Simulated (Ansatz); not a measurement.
# ZnSe: pressure up to the limit of the methods

The task here is to estimate one member of a computed series from the others.

Computed with Ansatz 0.2.0 (DFT PBE, with the methods named in each step, unless a step's input says otherwise).

1 further run of the same task is left out (it didn't finish).

### The system as given

It takes space group F-43m (No. 216, cubic). The conventional cell has a = 5.760 Å, b = 5.760 Å, c = 5.760 Å, α = 90.00°, β = 90.00°, γ = 90.00°. Zn (site symmetry -43m) has 4 Se at 2.49 Å as nearest neighbours. Se (site symmetry -43m) is surrounded by 4 Zn at 2.49 Å.

Coordinates:

```
CELL_PARAMETERS angstrom
0.00000 2.87982 2.87982
2.87982 0.00000 2.87982
2.87982 2.87982 0.00000
ATOMIC_POSITIONS crystal
Zn 0.00000 0.00000 0.00000
Se 0.25000 0.25000 0.25000
```

Whether this phase is the stable one at these pressures isn't tested.

Atoms are numbered in the order of the input: Zn1, Se2.

The first run:

input.yaml reads:

```yaml
crystal:
  lattice:
    - [0.0, 2.8798249876, 2.8798249876]
    - [2.8798249876, 0.0, 2.8798249876]
    - [2.8798249876, 2.8798249876, 0.0]
  atoms:
    - { symbol: Zn, position: [0.0, 0.0, 0.0] }
    - { symbol: Se, position: [0.25, 0.25, 0.25] }
kpoints:
  mp_grid: { grid: [11, 11, 11] }
scf:
  occupations: { method: fermi_dirac, width: 0.1 }
hamiltonian:
  xc: pbe
  pseudopotentials: { kind: paw }
output:
  forces: true
  stress: true
relax:
  f_tol: 0.005
  max_steps: 40
  cell: {}
```

Command:

```bash
> ansatz run input.yaml --threads 1 --pin off --max-ram 2048MiB --backend cpu --events-out ev --progress --plain --runs-dir out
```

Among the steps run: Cell relaxed at zero pressure, PAW; Volume scaled by 1, PAW; Volume scaled by 0.94, PAW; Volume scaled by 0.94, PAW (core large); Volume scaled by 0.88, PAW; Volume scaled by 0.8, PAW; Volume scaled by 0.8, PAW (core large); Volume scaled by 0.72, PAW; Volume scaled by 0.64, PAW; Volume scaled by 0.55, PAW; Volume scaled by 0.55, PAW (level accurate).

One table of the session follows, with a row left open; its other results are not shown here.

```
              method  volume over the first  volume (Å³/atom)  pressure (GPa)  gap on the k mesh (eV)
                 PAW                      1            23.550            0.00                    1.15
                 PAW                   0.94            22.137            4.04                    1.40
                 PAW                   0.88            20.724            9.69                    1.68
                 PAW                    0.8            18.840           20.98                    2.09
                 PAW                   0.72            16.956           39.19                    2.19
                 PAW                   0.64            15.072           69.45                    1.78
                 PAW                   0.55            12.953          130.93                    1.17
    PAW (core large)                   0.94            22.137            4.07                    1.41
    PAW (core large)                    0.8            18.840           21.07                    2.11
PAW (level accurate)                   0.55                 ?               ?                       ?
```

**Question.** Estimate the row for PAW (level accurate), 0.55.

The run gave: volume (Å³/atom): 12.953; pressure (GPa): 131.08; gap on the k mesh (eV): 1.17.

Caveats from the session: Warnings in the runs' records: datasets by core.
